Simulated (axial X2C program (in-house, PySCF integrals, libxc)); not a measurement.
**MoN⁻: properties at the nuclei**

Aim: properties at the nuclei of MoN⁻, with spin–orbit coupling in the Hamiltonian from the start.

Method: two-component X2C with atomic mean-field terms, Mo dyall-acv3z, N dyall-av3z; program: an in-house X2C program for linear molecules on PySCF integrals.

All values are calculated.

## (1) The job

Input file task.json:

```json
{"zs": [42, 7], "q": -1, "bas": ["dyall-acv3z", "dyall-av3z"], "r0": 1.81, "levels": ["PBE0", "HF", "B3LYP", "LDA", "TPSSh"], "nst": 3}
```

Keys: zs atomic numbers; q charge; bas basis sets; r0 starting distance in Å; levels methods (HF also brings MP2); nst determinants followed.

Command:

```
$ python soeom.py task.json out
```

The runs that follow: Expectation values, lowest determinant; Expectation values, a higher determinant; Expectation values, a higher determinant.

Before running it: what results should come out? Wanted: lowest determinant; Eeff magnitude; Ws magnitude Mo; A∥/gI Mo; qzz Mo; higher determinant (for each run or level that gives them).

The runs gave:

```
                                        quantity                                            value
                              lowest determinant  Ω = 1 (excess of +ω over −ω: ω = -3/2, ω = 5/2)
                    Eeff magnitude (GV/cm), PBE0                                            0.034
                     Ws magnitude Mo (kHz), PBE0                                           0.0338
                            A∥/gI Mo (MHz), PBE0                                              303
                             qzz Mo (a.u.), PBE0                                            -0.30
                              higher determinant   Ω = 3 (excess of +ω over −ω: ω = 1/2, ω = 5/2)
Eeff magnitude (GV/cm), PBE0, higher determinant                                             3.02
 Ws magnitude Mo (kHz), PBE0, higher determinant                                            0.521
        A∥/gI Mo (MHz), PBE0, higher determinant                                              531
         qzz Mo (a.u.), PBE0, higher determinant                                             0.42
                              higher determinant                             Ω = 0 (closed shell)
         qzz Mo (a.u.), PBE0, higher determinant                                            -0.32
          qzz N (a.u.), PBE0, higher determinant                                            -0.45
```

**Reading.** In the first state, the effective field runs from 0.034 to 0.237 GV/cm over the mean-field levels, so the levels don't agree on it. The expectation values come from single determinants, which for open shells can mix terms of unlike spin or miss the lowest Ω, so a determinant need not be a state. Eeff is the effective electric field on the electron dipole moment in this Ω state and Ws the scalar–pseudoscalar constant (defined with the proton number Z and per Ω); A∥ is the parallel hyperfine constant, which follows by multiplying with the nuclear g factor gI = μI/(I μN); qzz is the electric field gradient, eQq0 = 234.96 MHz × Q/barn × qzz. The operators were transformed with the bare-nucleus X2C matrices.
